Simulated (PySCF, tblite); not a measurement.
**C8H6ClN: geometry, infrared bands and NMR shifts**

Wanted: the infrared bands and NMR shifts of C8H6ClN (`C#CCc1ccncc1Cl`), by calculation.

The runs use tblite 0.8.0 and PySCF 2.14.0, with density-fitted response routines of our own; the level of theory stands in each step. All values are computed, except where a source is named. Atoms are numbered from 0 throughout.

## Step 1: Starting geometry

16 atoms, charge 0, multiplicity 1; geometry from: force field or distance geometry start.

Bonds of the start (Å): C0–C1 1.24, C1–C2 1.45, C2–C3 1.50, C3–C4 1.37, C4–C5 1.38, C5–N6 1.37, N6–C7 1.35, C7–C8 1.37, C8–Cl9 1.74, C8–C3 1.41, C0–H10 1.08, C2–H11 1.10, C2–H12 1.10, C4–H13 1.09, C5–H14 1.10, C7–H15 1.10.

## Step 2: Optimising the geometry with GFN2-xTB

What the job is given:

```
{"job": {"kind": "relax", "xc": "GFN2-xTB", "basis": "xTB"}, "charge": 0, "multiplicity": 1}
C      0.532400    -2.903700    -1.094000
C      0.778500    -1.693500    -1.036200
C      1.082900    -0.282500    -0.923800
C      0.202700     0.340700     0.125600
C     -0.912300     1.076800    -0.190000
C     -1.744800     1.648400     0.746000
N     -1.419100     1.455400     2.057700
C     -0.325600     0.729700     2.389100
C      0.516000     0.142000     1.486900
Cl     1.919100    -0.797000     1.914700
H      0.284900    -3.954700    -1.141400
H      2.124700    -0.094000    -0.631400
H      0.896000     0.240500    -1.877000
H     -1.175800     1.243700    -1.239100
H     -2.628400     2.247600     0.472300
H     -0.138700     0.609600     3.464300
```

The run is started by

```sh
> OMP_NUM_THREADS=1 python probes_run.py task.json out
```

One launch serves the whole session: the jobs run in the order shown.

**Question.** This job is followed by: GFN2-xTB harmonic vibrations, gas phase; GIAO PBE0/pcSseg-1 NMR shielding, non-relativistic, gas phase. What will the session give for the following? strongest single infrared mode (GFN2-xTB); zero-point energy (GFN2-xTB); ¹³C shifts against TMS (PBE0/pcSseg-1); ¹H shifts against TMS (PBE0/pcSseg-1, means over atoms taken as alike); ¹⁵N shifts against NH3 (PBE0/pcSseg-1); ³⁵Cl shifts against HCl (PBE0/pcSseg-1).

The runs gave:

| quantity | value |
| --- | --- |
| strongest single infrared mode (GFN2-xTB) | 1566 cm⁻¹, 71 km/mol |
| zero-point energy (GFN2-xTB) | 70.7 kcal/mol |
| ¹³C shifts against TMS (PBE0/pcSseg-1) | 156.0, 153.8, 150.6, 143.4, 129.3, 84.3, 78.3, 27.0 ppm |
| ¹H shifts against TMS (PBE0/pcSseg-1, means over atoms taken as alike) | 8.93, 8.76, 7.28, 3.63, 1.52 ppm |
| ¹⁵N shifts against NH3 (PBE0/pcSseg-1) | 360.6 ppm |
| ³⁵Cl shifts against HCl (PBE0/pcSseg-1) | 196 ppm |

**Reading.** The optimisation took 28 steps and gained 0.372 eV; among the close pairs (by a distance rule), C5–N6 changed most, from 1.365 to 1.322 Å. All 42 modes are real, so the xTB geometry is a minimum. The strongest single mode, at 1566 cm⁻¹, is spread over several atoms, C4, C5, C7, C8 among them. GFN2-xTB is a fitted tight-binding method: band positions and strengths are rough. Its intensities can rank the bands wrongly. At PBE0/pcSseg-1: The largest span, 691 ppm, is at N6, where the paramagnetic term is -425 ppm. NICS(1)zz of -27 ppm above the planar ring from C3 marks a diatropic (aromatic) ring current.
